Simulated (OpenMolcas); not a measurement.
# B2F2H4 (diborane 1,2-di F): an attempt with OpenMolcas

Wanted: the excited states of B2F2H4 (diborane 1,2-di F).

The results are computed with OpenMolcas 26.06.

## (1) The system as given

B2F2H4 has 8 atoms, charge 0, and is taken as a singlet. The start is not the relaxed shape.

Bond lengths: B1–F2 1.213 Å, B1–B5 1.897 Å, B5–F6 1.424 Å, B1–H3 1.334 Å, B1–H4 1.192 Å, B5–H7 1.064 Å. Angles: F2–B1–B5 131.8°, B1–B5–F6 116.1°, F2–B1–H3 109.1°, F2–B1–H4 125.7°, H3–B1–B5 118.1°, H4–B1–B5 47.1°, B1–B5–H7 132.4°, F6–B5–H7 110.3°, H3–B1–H4 107.8°.

## (2) The job

step18.input

```
&gateway
 coord
 8
 angstrom
 B        0.839758       0.150775       0.315996
 F        1.611518      -0.716874       0.665990
 H        1.519668       1.277432       0.094865
 H       -0.176828       0.441078       0.866674
 B       -0.979907       0.085977      -0.215907
 F       -1.590667      -1.200326      -0.203031
 H       -1.606404       0.786818      -0.713604
 H        0.147730      -0.350088      -1.032333
 basis = ANO-S-VDZ
 group = NoSym

&seward

&rasscf
 fileorb = $CurrDir/step2.RasOrb
 spin = 1
 nactel = 6 0 0
 inactive = 13
 ras2 = 5
 ciroot = 6 6 1
 iterations = 1 100
 orblisting = Nothing
 orbappear = Compact

&caspt2
 multistate = all
```

Launch:

```console
$ export MOLCAS_MEM=1860
$ pymolcas step18.input > step18.log
```

The program printed:

```text
--- Start Module: gateway ---

                                              &GATEWAY

                       available to each process: 1.9 GB of memory, 1 thread

++    Symmetry information:
      ---------------------

                    Character Table for C1

                             E
                    a        1  x, y, xy, Rz, z, xz, Ry, yz, Rx, I
--

++    Basis set information:
      ----------------------

      Basis set label: B.ANO-S...3S2P.

      Electronic valence basis set:
      ------------------
      Associated Effective Charge   5.000000 au
      Associated Actual Charge      5.000000 au
      Nuclear Model: Point charge

      Shell  nPrim  nBasis  Cartesian Spherical Contaminant
         s      10       3        X
         p       6       2        X

      Basis set label: F.ANO-S...3S2P.

      Electronic valence basis set:
      ------------------
      Associated Effective Charge   9.000000 au
      Associated Actual Charge      9.000000 au
      Nuclear Model: Point charge

      Shell  nPrim  nBasis  Cartesian Spherical Contaminant
         s      10       3        X
         p       6       2        X

      Basis set label: H.ANO-S...2S.

[... 243 lines left out ...]
                                         RASSCF iterations: Energy and convergence statistics
[... 17 lines left out ...]
      energy=    -250.468906
[... 6 lines left out ...]
      conf/sym  11111     Coeff  Weight
[... 14 lines left out ...]
      printout of CI-coefficients larger than  0.05 for root  4
[... 9 lines left out ...]
      energy=    -250.063670
[... 11 lines left out ...]
      conf/sym  11111     Coeff  Weight
[... 15 lines left out ...]
      Natural orbitals and occupation numbers for root  4
[... 12 lines left out ...]
++    Final optimization conditions:
[... 17 lines left out ...]
::    RASSCF root number  2 Total energy:   -250.15572731
[... 3 lines left out ...]
::    RASSCF root number  6 Total energy:   -250.03313573
[... 110 lines left out ...]
      Dipole Moment (debye):
[... 162 lines left out ...]
      Dipole Moment (debye):
[... 159 lines left out ...]
      Dipole Moment (debye):
[... 47 lines left out ...]
--

      Average orbitals are written to the RASORB file
      Natural orbitals for root   1 are written to the RASORB.1 file
      Natural orbitals for root   2 are written to the RASORB.2 file
      Natural orbitals for root   3 are written to the RASORB.3 file
      Natural orbitals for root   4 are written to the RASORB.4 file
      Natural orbitals for root   5 are written to the RASORB.5 file
      Natural orbitals for root   6 are written to the RASORB.6 file
      Spin density orbitals for root   1 are written to the SPDORB.1 file
      Spin density orbitals for root   2 are written to the SPDORB.2 file
      Spin density orbitals for root   3 are written to the SPDORB.3 file
      Spin density orbitals for root   4 are written to the SPDORB.4 file
      Spin density orbitals for root   5 are written to the SPDORB.5 file
      Spin density orbitals for root   6 are written to the SPDORB.6 file

--- Stop Module: rasscf /rc=_RC_NOT_CONVERGED_ ---
           step18.rasscf.molden.2 step18.LoProp.molden step18.RasOrb.6 step18.RasOrb.1 step18.RasOrb step18.RasOrb.3 step18.RasOrb.2 step18.RasOrb.4 step18.RasOrb.5
           step18.rasscf.h5 step18.SpdOrb.3 step18.SpdOrb.1 step18.SpdOrb.4 step18.SpdOrb.2 step18.SpdOrb.5 step18.SpdOrb.6 xmldump
--- Module rasscf spent 3 seconds ---

.#######################.
.# Convergence problem #.
.#######################.

    Timing: Wall=5.55 User=4.60 System=0.87
```

It took 6 s on 1 thread of Arm Neoverse N1, shared host; peak memory 0.38 GiB.

## (3) Reading the log

The iterations ended before the threshold was met.

The fault: the iteration cap is too low for convergence. To mend it: RASSCF iteration cap default in place of 1.
